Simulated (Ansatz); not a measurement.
# CH7F2NOSi: the cost of one run

Program: Ansatz 0.2.0. Level of theory: UKS B3LYP-D4/STO-3G. These are calculated values, not measurements.

**1. Starting point**

Bond lengths: Si1–N2 2.119 Å, Si1–F3 1.596 Å, Si1–F4 1.623 Å, Si1–H5 1.431 Å, Si1–O7 2.068 Å, O7–C8 1.399 Å, N2–H9 1.009 Å, N2–H10 1.007 Å, C8–H11 1.095 Å, C8–H12 1.094 Å, C8–H13 1.093 Å. Angles (14 of 20 angles, heavy atoms first): N2–Si1–F3 110.0°, N2–Si1–F4 92.7°, N2–Si1–O7 69.9°, F3–Si1–F4 95.7°, F3–Si1–O7 90.6°, F4–Si1–O7 162.6°, Si1–O7–C8 123.7°, Si1–N2–H9 114.0°, Si1–N2–H10 114.6°, N2–Si1–H5 120.6°, F3–Si1–H5 125.1°, F4–Si1–H5 101.6°, H5–Si1–O7 87.9°, O7–C8–H11 108.9°.

Structure file:

```xyz
13

Si   -1.0555    0.5220    0.6664
N    -0.1834   -1.3627    1.0876
F    -1.6406    0.5332   -0.8186
F    -2.4535    0.1224    1.3874
H    -0.6723    1.6840    1.4077
H     0.7858   -0.7298    0.4110
O     0.8751    0.4501   -0.0715
C     1.1927    0.5832   -1.4270
H    -0.6540   -2.1402    0.6498
H    -0.0425   -1.5500    2.0669
H     2.2715    0.4480   -1.5538
H     0.6594   -0.1463   -2.0435
H     0.9174    1.5861   -1.7623
```

**2. Run 1**

150 steps of 0.5 fs at constant energy, with velocities drawn for 1000 K.

Contents of input.yaml:

```yaml
crystal:
  periodic: [false, false, false]
  atoms:
    - { symbol: Si, position_ang: [-1.0555, 0.522, 0.6664] }
    - { symbol: "N", position_ang: [-0.1834, -1.3627, 1.0876] }
    - { symbol: F, position_ang: [-1.6406, 0.5332, -0.8186] }
    - { symbol: F, position_ang: [-2.4535, 0.1224, 1.3874] }
    - { symbol: H, position_ang: [-0.6723, 1.684, 1.4077] }
    - { symbol: H, position_ang: [0.7858, -0.7298, 0.411] }
    - { symbol: O, position_ang: [0.8751, 0.4501, -0.0715] }
    - { symbol: C, position_ang: [1.1927, 0.5832, -1.427] }
    - { symbol: H, position_ang: [-0.654, -2.1402, 0.6498] }
    - { symbol: H, position_ang: [-0.0425, -1.55, 2.0669] }
    - { symbol: H, position_ang: [2.2715, 0.448, -1.5538] }
    - { symbol: H, position_ang: [0.6594, -0.1463, -2.0435] }
    - { symbol: H, position_ang: [0.9174, 1.5861, -1.7623] }
magnetization:
  spin_polarized: true
basis:
  gaussian: { orbitals: STO-3G }
hamiltonian:
  xc: b3lyp
  dispersion: d4
md:
  timestep: 0.5
  n_steps: 150
  ensemble: nve
  temperature: 1000.0
  initial_velocities: maxwell_boltzmann
  seed: 333882
```

Command:

```
$ ansatz run input.yaml --threads 1 --pin off --max-ram 2048MiB --backend cpu --events-out ev --progress --plain --runs-dir out
```

**Question.** How long does this run take on 1 thread of Arm Neoverse V1, shared host, and how much memory does it need?

About 13 min, with a peak of 0.16 GiB.
